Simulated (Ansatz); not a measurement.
# C2H5BrOSi, SMILES C[Si]1(Br)CO1: a ladder of methods at one geometry

Program: Ansatz 0.2.0 through its Python package.

`methods.py`:
```python
'''One geometry of C2H5BrOSi, method by method.'''

from pathlib import Path

import ansatz as az
import numpy as np

params = {
    'basis_set': 'def2-SVP',
}

GEOMETRY = '''
C     0.24140   -1.22820    1.00130
Si    0.46710    0.18740   -0.14600
Br    2.48780    0.69290   -0.68730
C    -0.78070    1.04750   -1.07000
O    -0.38320    1.55550    0.15620
H     0.67190   -2.08910    0.64190
H     0.61550   -0.97350    1.99300
H    -0.83360   -1.38970    1.10400
H    -1.82570    0.58730   -1.04010
H    -0.57740    1.55870   -1.94990
'''

molecule = az.Crystal.molecule()
for line in GEOMETRY.strip().splitlines():
    symbol, *xyz = line.split()
    molecule = molecule.atom(symbol, [float(v) for v in xyz])

base = molecule.calculation().basis(gaussian=params['basis_set'])

print('functional    E (Ha)        dipole (D)   HOMO (eV)  LUMO (eV)')
for name in ['hse06', 'r2scan', 'lda', 'pbe', 'revpbe', 'cam_b3lyp']:
    r = base.functional(name).forces().orbitals().run(runs_dir='runs').report
    lines = Path(r['orbitals_path']).read_text().splitlines()
    field_of = lambda key: [line.split('=')[1].strip() for line in lines if line.startswith(key)]
    orbitals = [(27.211386 * float(e), s, float(n)) for e, s, n in zip(field_of('Ene='), field_of('Spin='), field_of('Occup='))]
    homo = max(e for e, _, n in orbitals if n > 0.5)
    lumo = min(e for e, _, n in orbitals if n < 0.5)
    dipole = 4.803205 * np.linalg.norm(r['charge_distribution']['dipole_moment_e_ang'])
    print(f'{name:10s} {r["free_energy_ev"] / 27.211386246:14.6f} {dipole:9.3f} {homo:11.3f} {lumo:10.3f}')
```

`python methods.py` gives:
```text
functional    E (Ha)        dipole (D)   HOMO (eV)  LUMO (eV)
hse06        -3016.993390     2.562      -6.646     -0.181
r2scan       -3017.477195     2.511      -6.031     -0.428
lda          -3011.596924     2.438      -5.856     -0.818
pbe          -3016.869562     2.362      -5.727     -0.634
revpbe       -3017.262176     2.351      -5.688     -0.560
cam_b3lyp    -3017.648279     2.612      -8.337      1.307
```

What to keep in mind:
- Total energies depend on the basis set; only differences at equal settings carry meaning.
- The geometry is a force-field or estimated start, not a minimum of this method, and the basis set is short of its limit. A lower total doesn't mark the better method: functionals have no common bound, and MP2 and coupled cluster aren't variational.
- Levels such as HOMO and LUMO are orbital energies: with these approximate functionals they aren't the ionisation energy and electron affinity, and their gap isn't the fundamental gap.
- hse06 follows the composition of plane-wave codes, whose totals differ by tens of mHa, up to about 0.1 Ha, from the form usual in Gaussian-basis programs (wpbeh).
- Run time: 38 s on 1 thread of Arm Neoverse V1 (shared host), peak memory 0.4 GiB.
